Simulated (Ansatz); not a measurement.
# Cd2In: the cost of one run

Program: Ansatz 0.2.0. Level of theory: DFT PBE, scalar-relativistic, plane waves, PAW. These are calculated values, not measurements.

**1. The structure to begin with**

It takes space group I4/mmm (No. 139, tetragonal). Conventional cell: a = 3.839 Å, b = 3.839 Å, c = 9.417 Å, α = 90.00°, β = 90.00°, γ = 90.00°. Cd (site symmetry 4mm) has 5 Cd at 3.11 to 3.15 Å and 5 In at 3.13 to 3.15 Å as nearest neighbours. In (site symmetry 4/mmm) has 10 Cd at 3.13 to 3.15 Å as nearest neighbours.

Coordinates:

```
CELL_PARAMETERS angstrom
-1.91938 1.91938 4.70849
1.91938 -1.91938 4.70849
1.91938 1.91938 -4.70849
ATOMIC_POSITIONS crystal
Cd 0.66500 0.66500 0.00000
Cd 0.33500 0.33500 0.00000
In 0.00000 0.00000 0.00000
```

(A quick probe on a coarse mesh, which set the mesh and smearing, is not shown.)

**3. Full relaxation**

input.yaml

```yaml
crystal:
  lattice:
    - [-1.9193843408, 1.9193843408, 4.708489711]
    - [1.9193843408, -1.9193843408, 4.708489711]
    - [1.9193843408, 1.9193843408, -4.708489711]
  atoms:
    - { symbol: Cd, position: [0.665, 0.665, 0.0] }
    - { symbol: Cd, position: [0.335, 0.335, 0.0] }
    - { symbol: In, position: [0.0, 0.0, 0.0] }
basis:
  ecutwfc: 420
kpoints:
  mp_grid: { grid: [16, 16, 16] }
hamiltonian:
  xc: pbe
scf:
  occupations: { method: gaussian, width: 0.1 }
output:
  forces: true
  stress: true
  eigenvalues: true
relax:
  adjacent_minimum: "off"
  f_tol: 0.01
  max_steps: 80
  cell: { stress_tol: 0.05 }
```

What time and memory should one allow on 1 thread of an x86-64 CPU, shared host?

About 2.8 min, with a peak of 0.85 GiB.
